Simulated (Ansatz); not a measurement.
# YNi2B2C: properties at the relaxed cell

One table from this session's results is given with a row withheld; the runs are named, their logs left out.

Program: Ansatz 0.2.0. Level of theory: DFT r2SCAN, scalar-relativistic, plane waves, PAW. These are calculated values, not measurements.

**Starting point**

It takes space group I4/mmm (No. 139, tetragonal). The conventional cell has a = 3.518 Å, b = 3.518 Å, c = 10.414 Å, α = 90.00°, β = 90.00°, γ = 90.00°. Around Y (site symmetry 4/mmm) lie 4 C at 2.49 Å. Ni (site symmetry -4m2) has 4 B at 2.08 Å as nearest neighbours. B (site symmetry 4mm) has 1 C at 1.49 Å and 4 Ni at 2.08 Å as nearest neighbours. C (site symmetry 4/mmm) has 2 B at 1.49 Å as nearest neighbours.

Coordinates:

```cif
data_structure
_symmetry_space_group_name_H-M 'P 1'
_symmetry_Int_Tables_number 1
_cell_length_a 5.7708
_cell_length_b 5.7708
_cell_length_c 5.7708
_cell_angle_alpha 144.509
_cell_angle_beta 144.509
_cell_angle_gamma 51.066
_cell_volume 64.44
loop_
_atom_site_label
_atom_site_type_symbol
_atom_site_fract_x
_atom_site_fract_y
_atom_site_fract_z
_atom_site_occupancy
Y1 Y 0.50000 0.50000 0.00000 1
Ni1 Ni 0.75000 0.25000 0.50000 1
Ni2 Ni 0.25000 0.75000 0.50000 1
B1 B 0.14331 0.14331 0.00000 1
B2 B 0.85669 0.85669 0.00000 1
C1 C 0.00000 0.00000 0.00000 1
```

It goes back to an entry of the Materials Project.

It is the result of an earlier relaxation at this level (volume 10.74 Å³/atom; gap on the mesh: none (metal)).

Set-up of the first run:

The input, input.yaml:

```yaml
crystal:
  lattice:
    - [-1.7410984277, 1.7410984277, 5.1546322528]
    - [1.7410984277, -1.7410984277, 5.1546322528]
    - [1.7410984277, 1.7410984277, -5.1546322528]
  atoms:
    - { symbol: "Y", position: [0.5, 0.5, 0.0] }
    - { symbol: Ni, position: [0.75, 0.25, 0.5] }
    - { symbol: Ni, position: [0.25, 0.75, 0.5] }
    - { symbol: B, position: [0.1433117937, 0.1433117937, 0.0] }
    - { symbol: B, position: [0.8566882063, 0.8566882063, 0.0] }
    - { symbol: C, position: [0.0, 0.0, 0.0] }
basis:
  ecutwfc: 500
kpoints:
  mp_grid: { grid: [14, 14, 14] }
hamiltonian:
  xc: r2scan
scf:
  occupations: { method: gaussian, width: 0.1 }
output:
  forces: true
  stress: true
  eigenvalues: true
  write_density: true
  write_potential: true
  elf: true
  volumetric_format: npy
relax:
  adjacent_minimum: "off"
  f_tol: 0.01
  max_steps: 30
  cell: { stress_tol: 0.1, fix: [volume] }
```

Launch:

```console
ansatz run input.yaml --threads 2 --pin off --max-ram 5120MiB --backend cpu --events-out ev --progress --plain --runs-dir out
```

Steps of the session up to this table: Point at V/V0 = 0.97; Point at V/V0 = 1.03; The cell scaled to 0.94 of its volume; Volume × 1.06; Point at V/V0 = 0.91; Point at V/V0 = 1.10; The cell scaled to 0.88 of its volume.

One table of the session follows, with a row left open; its other results are not shown here.

It belongs to the step «Energy against volume». 

| volume (Å³/atom) | energy above the lowest point (meV/atom) | pressure (GPa) |
| --- | --- | --- |
| 9.451 | 116.3 | 32.37 |
| 9.773 | ? | ? |
| 10.095 | 25.9 | 13.66 |
| 10.417 | 6.1 | 6.30 |
| 10.739 | 0.0 | -0.01 |
| 11.062 | 5.6 | -5.39 |
| 11.384 | 21.2 | -9.97 |
| 11.813 | 55.0 | -15.02 |

Q: Estimate the row for volume (Å³/atom) = 9.773 from the others.

Worked estimate for «energy above the lowest point (meV/atom)». A straight line through the neighbours (9.451, 116.3) and (10.095, 25.9) gives 116.3 + (25.9 − 116.3) × (9.773 − 9.451) / (10.095 − 9.451) = 71.1; a parabola fitted to 3 rows on both sides gives 62.6.

The run gave: energy above the lowest point (meV/atom): 61.8; pressure (GPa): 22.28. In «energy above the lowest point (meV/atom)» the line misses by +9.3 and the parabola by +0.8.

Limits of these values: The final runs have no spin polarisation, so no magnetic state was tried and one may lie lower.
